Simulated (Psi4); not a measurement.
# GaH2F (SMILES [H][Ga]([H])[F]): levels of theory compared

We compute a comparison of 4 runs (HF/def2-SVP, B3LYP/6-31G*, LCCSD/cc-pVDZ, CCSD(T)/6-31G*) of GaH2F. 

The calculation is run with Psi4 1.11.

3 further runs of the same task are left out: 1 for a known fault of the program, 2 set aside as unsound or not needed.

**1. Starting point**

GaH2F: 4 atoms, total charge 0, spin state singlet. As SMILES, `[H][Ga]([H])[F]`. The shape comes from GFN2-xTB, which is rough for such elements, and wasn't checked as a minimum.

Bond lengths: Ga1–F4 1.732 Å, Ga1–H2 1.543 Å, Ga1–H3 1.543 Å. Angles: H2–Ga1–F4 115.6°, H3–Ga1–F4 115.6°, H2–Ga1–H3 128.8°.

**2. A single-point energy at HF/def2-SVP (run 1)**

Input file calc.in:

```
memory 1.6 GB

molecule {
  Ga     0.051230     0.085260     0.000790
  H      1.586900    -0.059960     0.013870
  H     -0.797470     1.373580    -0.018980
  F     -0.840670    -1.398880     0.004310
  units angstrom
  symmetry c1
}

set {
  basis def2-SVP
  reference rhf
  puream true
  e_convergence 1e-09
  d_convergence 1e-08
  scf_type pk
}

e_tot, wfn = energy('scf', return_wfn=True)
oeprop(wfn, 'WIBERG_LOWDIN_INDICES', 'MAYER_INDICES', 'QUADRUPOLE', title='SCF')
```

Launch:

```bash
$ psi4 calc.in calc.out -n 1
```

calc.out:

```text
[...]
  Running in c1 symmetry.
[...]
  Nuclear repulsion =  110.158828852668748
[...]
  Multiplicity = 1
[...]
  Nalpha       = 21
  Nbeta        = 21
[...]
    Number of basis functions: 56
[...]
   @RHF iter   1: -2022.31419074267365   -3.30123e+00   3.88300e-02 DIIS/ADIIS
[...]
   @RHF iter  11: -2023.54718785614432   -1.81899e-12   5.37900e-09 DIIS
[...]
    Orbital Energies [Eh]
    ---------------------
    Doubly Occupied:
       1A   -378.807674     2A    -48.177247     3A    -42.519810
       4A    -42.515732     5A    -42.515581     6A    -26.223589
       7A     -6.420941     8A     -4.520691     9A     -4.513879
      10A     -4.512327    11A     -1.490019    12A     -1.229726
      13A     -1.229249    14A     -1.225038    15A     -1.223426
      16A     -1.216493    17A     -0.660134    18A     -0.600959
      19A     -0.592050    20A     -0.538311    21A     -0.448228
[...]
  @RHF Final Energy: -2023.54718785614432
   => Energetics <=
    Nuclear Repulsion Energy =            110.1588288526687478
    One-Electron Energy =               -3045.0498263601475628
    Two-Electron Energy =                 911.3438096513344817
    Total Energy =                      -2023.5471878561443191
[...]
 Multipole Moments:
 ------------------------------------------------------------------------------------
     Multipole            Electronic (a.u.)      Nuclear  (a.u.)        Total (a.u.)
 ------------------------------------------------------------------------------------
 L = 1.  Multiply by 2.5417464519 to convert [e a0] to [Debye]
 Dipole X            :         -0.0124879            0.4712635            0.4587756
 Dipole Y            :         -0.0206669            0.7841600            0.7634931
 Dipole Z            :          0.0065370           -0.0058401            0.0006969
 Magnitude           :                                                    0.8907285
 L = 2.  Multiply by 1.3450342976 to convert [e a0^2] to [Debye ang]
 Quadrupole XX       :        -50.6882626           31.9846973          -18.7035653
 Quadrupole XY       :        -31.0900347           30.2283111           -0.8617236
[...]
```

Wall time 1.9 s (1 thread of Intel Xeon 6975P-C (Granite Rapids), shared host); peak memory 0.21 GiB.

**3. Energy and gradient at B3LYP/6-31G(d) (spherical functions) (run 2)**

Input file fgah2.xyz:

```xyz
4
FGaH2
Ga     0.051230     0.085260     0.000790
H      1.586900    -0.059960     0.013870
H     -0.797470     1.373580    -0.018980
F     -0.840670    -1.398880     0.004310
```

Input file calc.py:

```python
import psi4

psi4.set_memory('1600 MB')
psi4.set_num_threads(1)
psi4.set_output_file('run.log', False)

with open('fgah2.xyz') as f:
    atoms = ''.join(f.readlines()[2:])
mol = psi4.geometry('0 1\n' + atoms + 'symmetry c1\nno_reorient\nno_com')

psi4.set_options({
    'basis': '6-31G*',
    'puream': True,
    'e_convergence': 1e-09,
    'd_convergence': 1e-08,
    'scf_type': 'pk',
    'dft_radial_points': 99,
    'dft_spherical_points': 590,
})

E, wfn = psi4.gradient("b3lyp", return_wfn=True)
print('gradient / Eh bohr^-1')
print(E.np.round(6))
print(f'energy = {wfn.energy():.10f} Eh')
```

Launch:

```bash
$ python calc.py
```

run.log:

```text
[...]
  Running in c1 symmetry.
[...]
  Nuclear repulsion =  110.158828852668748
[...]
  Multiplicity = 1
[...]
  Nalpha       = 21
  Nbeta        = 21
[...]
    Number of basis functions: 50
[...]
   @RKS iter   1: -2023.87881006574162   -1.75119e+00   5.83776e-02 ADIIS/DIIS
[...]
   @RKS iter  11: -2025.68280370347384   -1.59162e-12   2.38264e-09 DIIS
[...]
    Orbital Energies [Eh]
    ---------------------
    Doubly Occupied:
       1A   -372.579442     2A    -45.973160     3A    -40.730801
       4A    -40.726268     5A    -40.726003     6A    -24.643820
       7A     -5.545872     8A     -3.834567     9A     -3.824319
      10A     -3.823378    11A     -1.123589    12A     -0.865597
      13A     -0.862820    14A     -0.860853    15A     -0.858004
      16A     -0.851811    17A     -0.481313    18A     -0.386083
      19A     -0.379491    20A     -0.376106    21A     -0.314546
[...]
  @RKS Final Energy: -2025.68280370347384
   => Energetics <=
    Nuclear Repulsion Energy =            110.1588288526687478
    One-Electron Energy =               -3043.1801740080145464
    Two-Electron Energy =                 976.8196936955380352
    DFT Exchange-Correlation Energy =     -69.4811522436658748
    Empirical Dispersion Energy =           0.0000000000000000
    VV10 Nonlocal Energy =                  0.0000000000000000
    Total Energy =                      -2025.6828037034738372
[...]
 Multipole Moments:
 ------------------------------------------------------------------------------------
     Multipole            Electronic (a.u.)      Nuclear  (a.u.)        Total (a.u.)
 ------------------------------------------------------------------------------------
 L = 1.  Multiply by 2.5417464519 to convert [e a0] to [Debye]
 Dipole X            :         10.1824653           -9.8047873            0.3776780
 Dipole Y            :         16.9429305          -16.3144592            0.6284713
 Dipole Z            :         -0.1098086            0.1099254            0.0001168
 Magnitude           :                                                    0.7332236
[...]
  -Total Gradient:
     Atom            X                  Y                   Z
    ------   -----------------  -----------------  -----------------
       1       -0.005776580647    -0.009743927981     0.000152075554
       2       -0.008146205321     0.002152187106    -0.000135048307
       3        0.005681150716    -0.006101162593     0.000054871521
       4        0.008243685738     0.013696306637    -0.000071843000
[...]
```

The script printed:

```text
gradient / Eh bohr^-1
[[-5.7770e-03 -9.7440e-03  1.5200e-04]
 [-8.1460e-03  2.1520e-03 -1.3500e-04]
 [ 5.6810e-03 -6.1010e-03  5.5000e-05]
 [ 8.2440e-03  1.3696e-02 -7.2000e-05]]
energy = -2025.6828037035 Eh
```

Wall time 5.7 s (1 thread of Intel Xeon 6975P-C (Granite Rapids), shared host); peak memory 0.5 GiB.

Run 3 isn't shown in full; the table further down has it.

**4. A single-point energy at CCSD(T)/6-31G(d) (Cholesky decomposition, Cholesky for correlation, Cartesian functions) (run 4)**

Input file input.json:

```json
{
  "schema_name": "qcschema_input",
  "schema_version": 1,
  "molecule": {
    "schema_name": "qcschema_molecule",
    "schema_version": 2,
    "symbols": ["Ga", "H", "H", "F"],
    "geometry": [0.09681067, 0.16111805, 0.00149288, 2.99880639, -0.11330798, 0.0262105, -1.50699989, 2.59569001, -0.035867, -1.58863606, -2.64350008, 0.00814472],
    "molecular_charge": 0,
    "molecular_multiplicity": 1,
    "fix_com": true,
    "fix_orientation": true
  },
  "driver": "energy",
  "model": {
    "method": "ccsd(t)",
    "basis": "6-31G*"
  },
  "keywords": {
    "scf_type": "cd",
    "freeze_core": true,
    "cc_type": "cd"
  }
}
```

Launch:

```bash
$ psi4 --qcschema input.json -n 1 --memory 1600MB
```

stdout:

```text
[...]
  Running in c1 symmetry.
[...]
  Nuclear repulsion =  110.158828920347531
[...]
  Multiplicity = 1
[...]
  Nalpha       = 21
  Nbeta        = 21
[...]
    Number of basis functions: 54
[...]
   @RHF iter   1: -2022.14159329668996   -3.12135e+00   4.98976e-02 DIIS/ADIIS
[...]
   @RHF iter  11: -2023.58697971107040   -2.27374e-12   4.09502e-09 DIIS
[...]
    Orbital Energies [Eh]
    ---------------------
    Doubly Occupied:
       1A   -378.860316     2A    -48.234296     3A    -42.567489
       4A    -42.563359     5A    -42.563331     6A    -26.232906
       7A     -6.446197     8A     -4.541979     9A     -4.534989
      10A     -4.534621    11A     -1.509820    12A     -1.228994
      13A     -1.228508    14A     -1.225039    15A     -1.223743
      16A     -1.216906    17A     -0.656130    18A     -0.593955
      19A     -0.583857    20A     -0.535024    21A     -0.446429
[...]
  @RHF Final Energy: -2023.58697971107040
   => Energetics <=
    Nuclear Repulsion Energy =            110.1588289203475313
    One-Electron Energy =               -3044.4358457903917952
    Two-Electron Energy =                 910.6900371589740644
    Total Energy =                      -2023.5869797110703985
[...]
 Multipole Moments:
 ------------------------------------------------------------------------------------
     Multipole            Electronic (a.u.)      Nuclear  (a.u.)        Total (a.u.)
 ------------------------------------------------------------------------------------
 L = 1.  Multiply by 2.5417464519 to convert [e a0] to [Debye]
 Dipole X            :         10.2564266           -9.8047873            0.4516393
 Dipole Y            :         17.0663261          -16.3144591            0.7518670
 Dipole Z            :         -0.1093880            0.1099253            0.0005373
 Magnitude           :                                                    0.8770874
[...]
      * MP2 total energy:                 -2024.006705822726
[...]
      * CCSD total energy:                -2024.000126726587
[...]
      * CCSD(T) total energy               -2024.008022010069
[...]
```

The result, in JSON:

```text
{
 "driver": "energy",
 "model": {
  "method": "ccsd(t)",
  "basis": "6-31G*"
 },
 "success": true,
 "return_result": -2024.0080220100688,
 "properties": {
  "calcinfo_nbasis": 54,
  "calcinfo_nmo": 54,
  "calcinfo_nalpha": 21,
  "calcinfo_nbeta": 21,
  "calcinfo_natom": 4,
  "nuclear_repulsion_energy": 110.15882892034753,
  "return_energy": -2024.0080220100688,
  "scf_one_electron_energy": -3044.435845790392,
  "scf_two_electron_energy": 910.6900371589741,
  "scf_dipole_moment": [0.45163934664148364, 0.7518669623925582, 0.0005373039512911182],
  "scf_total_energy": -2023.5869797110704,
  "scf_iterations": 11,
  "mp2_same_spin_correlation_energy": -0.12756368997939505,
  "mp2_opposite_spin_correlation_energy": -0.29216242167591044,
  "mp2_singles_energy": 0.0,
  "mp2_doubles_energy": -0.4197261116553055,
  "mp2_correlation_energy": -0.4197261116553055,
  "mp2_total_energy": -2024.0067058227257,
  "ccsd_same_spin_correlation_energy": -0.11069735176335294,
  "ccsd_opposite_spin_correlation_energy": -0.3024496637529349,
  "ccsd_singles_energy": 0.0,
  "ccsd_doubles_energy": -0.41314701551628785,
  "ccsd_correlation_energy": -0.41314701551628785,
  "ccsd_total_energy": -2024.0001267265866,
  "ccsd_iterations": 15,
  "ccsd_prt_pr_correlation_energy": -0.4210422989983289,
  "ccsd_prt_pr_total_energy": -2024.0080220100688
 }
}
```

It took 3 s on 1 thread of Intel Xeon 6975P-C (Granite Rapids), shared host; peak memory 0.21 GiB.

**5. All runs side by side**

```tsv
run	level	task	integration grid	energy (Eh)	HOMO energy (eV)	LUMO energy (eV)	HOMO–LUMO gap (eV)	wall time
1	HF/def2-SVP	energy	–	-2023.547188	-12.20	1.25	13.44	1.9 s
2	B3LYP/6-31G* (spherical functions)	gradient	99 radial × 590 angular	-2025.682804	-8.56	-1.77	6.79	5.7 s
3	LCCSD/cc-pVDZ (sfX2C, density fitting)	energy	–	-2039.263158	-12.18	1.21	13.39	7.5 s
4	CCSD(T)/6-31G* (Cholesky decomposition, Cholesky for correlation, Cartesian functions)	energy	–	-2024.008022	-12.15	1.11	13.25	3 s
```

**6. Results**

| quantity | value |
| --- | --- |
| run 4: total energy | -2024.00802 Eh |
| run 4: HOMO energy (Hartree–Fock orbitals) | -12.15 eV |
| run 4: LUMO energy (Hartree–Fock orbitals) | 1.11 eV |
| run 4: HOMO–LUMO gap (Hartree–Fock orbitals) | 13.25 eV |
| run 4: correlation energy (10 core orbitals frozen) | -421.0 mEh |
| run 4: (T) correction | -7.90 mEh |
| run 4: T1 diagnostic | 0.015 |

**Reading.** Some runs of one species differ in core potentials or relativity; totals across that change don't compare. All runs together took 18 s, the longest 7.5 s.
